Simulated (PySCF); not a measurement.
C2F2H2, in a box:

```
C F H
1.0
    11.00000    0.00000    0.00000
     0.00000   12.00000    0.00000
     0.00000    0.00000   13.00000
C F H
2 2 2
Direct
  0.48548 0.54672 0.45615
  0.50556 0.47459 0.53035
  0.45466 0.47717 0.62169
  0.57958 0.38896 0.52442
  0.53185 0.53752 0.38354
  0.42278 0.61454 0.46848
```

Program: PySCF 2.14.0. Alike in all runs: task atomic charges; potentials or basis def2-svp (all-electron); no spin polarisation; cell as given; k mesh 1 × 1 × 1; smearing fixed.

Q: Order these runs on this cell by their band gap on the k mesh, lowest first.
A. level OLYP
B. level X3LYP; exxdiv ewald
C. level M06-L
D. level TPSS

A: A (6.07 eV), D (6.24 eV), C (6.55 eV), B (8.10 eV).

Caveats: this is a molecule in a periodic box at the Γ point, so its band gap is the HOMO-LUMO gap; the basis of atomic orbitals isn't converged, which shifts pressures, moduli and gaps.

Runs at the PBE level aren't shown here.
